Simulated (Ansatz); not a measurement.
# CH₇AlOSi: up Jacob's ladder to CCSD(T)

An exercise on one series of results from a longer session: the logs are not shown, and one member is left open.

The runs use Ansatz 0.2.0, Gaussian basis; functionals in def2-TZVPP, the program's frozen cores in correlated methods.

The runs, in order: LDA (SPW92), PBE-D4, revPBE-D4, BLYP-D4, r2SCAN-D4, B97M-V, PBE0-D4, B3LYP-D4, r2SCANh-D4, r2SCAN0-D4, HSE06-D4, BHLYP-D4, CAM-B3LYP-D4, LC-ωPBE, ωB97X-V, ωB97M-V, B2PLYP, PBE-QIDH; CCSD(T)/def2-SVP; CCSD(T)/def2-TZVPP; MP2/def2-QZVPP; extrapolation to the limit; RPA on PBE.

### The relaxed structure

All runs share one geometry, relaxed beforehand with PBE0-D4 in a triple-zeta def2 set.

SMILES `O[CH]([AlH2])[SiH3]`, 11 atoms, charge 0, spin multiplicity 1.

Atoms are counted from 1 here; the program's logs count them from 0.

Bond lengths: O1–C2 1.437 Å, O1–H5 0.961 Å, C2–Al3 1.965 Å, C2–Si4 1.884 Å, C2–H6 1.105 Å, Al3–H7 1.584 Å, Al3–H8 1.592 Å, Si4–H9 1.486 Å, Si4–H10 1.490 Å, Si4–H11 1.491 Å. Angles: C2–O1–H5 109.5°, O1–C2–Al3 114.7°, O1–C2–Si4 107.3°, O1–C2–H6 110.2°, Al3–C2–Si4 110.8°, Al3–C2–H6 107.8°, Si4–C2–H6 105.8°, C2–Al3–H7 122.4°, C2–Al3–H8 114.7°, H7–Al3–H8 122.8°, C2–Si4–H9 111.5°, C2–Si4–H10 108.8°, C2–Si4–H11 110.4°, H9–Si4–H10 109.5°, H9–Si4–H11 108.4°, H10–Si4–H11 108.2°.

The first run:

in.yaml

```yaml
crystal:
  periodic: [false, false, false]
  atoms:
    - {symbol: O, position_ang: [-0.904645, 0.967002, 1.214295]}
    - {symbol: C, position_ang: [-0.049159, 0.628802, 0.110458]}
    - {symbol: Al, position_ang: [1.632302, -0.253671, 0.615862]}
    - {symbol: Si, position_ang: [-1.048244, -0.458187, -1.060036]}
    - {symbol: H, position_ang: [-0.391809, 0.977839, 2.026478]}
    - {symbol: H, position_ang: [0.205640, 1.536644, -0.465959]}
    - {symbol: H, position_ang: [2.675890, -0.772485, -0.457347]}
    - {symbol: H, position_ang: [1.868041, -0.389063, 2.184630]}
    - {symbol: H, position_ang: [-2.381090, 0.133424, -1.347077]}
    - {symbol: H, position_ang: [-0.289984, -0.615922, -2.332726]}
    - {symbol: H, position_ang: [-1.251640, -1.811285, -0.467776]}
basis:
  gaussian: {orbitals: def2-TZVPP}
hamiltonian: {xc: lda}
output: {orbitals: {seedname: orbitals}}
```

The run is started by

```sh
> ansatz run in.yaml --threads 2 --pin off --events-out ev --progress --plain --max-ram 4352MiB
```

Steps of the session up to this table: LDA; PBE-D4 (GGA); revPBE-D4 (GGA); BLYP-D4 (GGA); r2SCAN-D4 (meta-GGA); B97M-V (meta-GGA); B3LYP-D4 (hybrid); r2SCANh-D4 (hybrid); r2SCAN0-D4 (hybrid); HSE06-D4 (hybrid); BHLYP-D4 (hybrid); CAM-B3LYP-D4 (range-separated); LC-ωPBE (range-separated); ωB97X-V (range-separated); ωB97M-V (range-separated); B2PLYP (double hybrid); PBE-QIDH (double hybrid).

One of the session's tables, all rows but one given; the rest of the session is left out.

It belongs to the step «Orbital energies across the functionals». 

| functional | HOMO (eV) | LUMO (eV) | gap (eV) |
| --- | --- | --- | --- |
| LDA (SPW92) | -6.32 | -2.72 | 3.60 |
| PBE-D4 | -6.21 | -2.46 | 3.75 |
| revPBE-D4 | -6.16 | -2.34 | 3.82 |
| BLYP-D4 | -6.11 | -2.35 | 3.76 |
| r2SCAN-D4 | -6.50 | -2.14 | 4.36 |
| B97M-V | -6.70 | -2.41 | 4.30 |
| PBE0-D4 | -7.57 | -1.70 | 5.87 |
| B3LYP-D4 | -7.37 | -1.91 | 5.45 |
| r2SCANh-D4 | -7.01 | -1.89 | 5.12 |
| r2SCAN0-D4 | -7.74 | -1.51 | 6.22 |
| HSE06-D4 | -7.17 | -2.06 | 5.11 |
| BHLYP-D4 | ? | ? | ? |
| CAM-B3LYP-D4 | -8.93 | -0.79 | 8.14 |
| LC-ωPBE | -10.26 | 0.32 | 10.58 |
| ωB97X-V | -9.92 | 0.18 | 10.10 |
| ωB97M-V | -9.78 | -0.11 | 9.67 |

Estimate the missing values for BHLYP-D4.

Worked estimate for «HOMO (eV)». Against the share of exact exchange, BLYP-D4 (0, -6.11), B3LYP-D4 (0.2, -7.37) give a slope of -6.30 per unit share; at 0.5 the line stands at -9.26.

As computed: HOMO (eV): -8.76; LUMO (eV): -0.94; gap (eV): 7.81. In «HOMO (eV)» the line misses by -0.50.
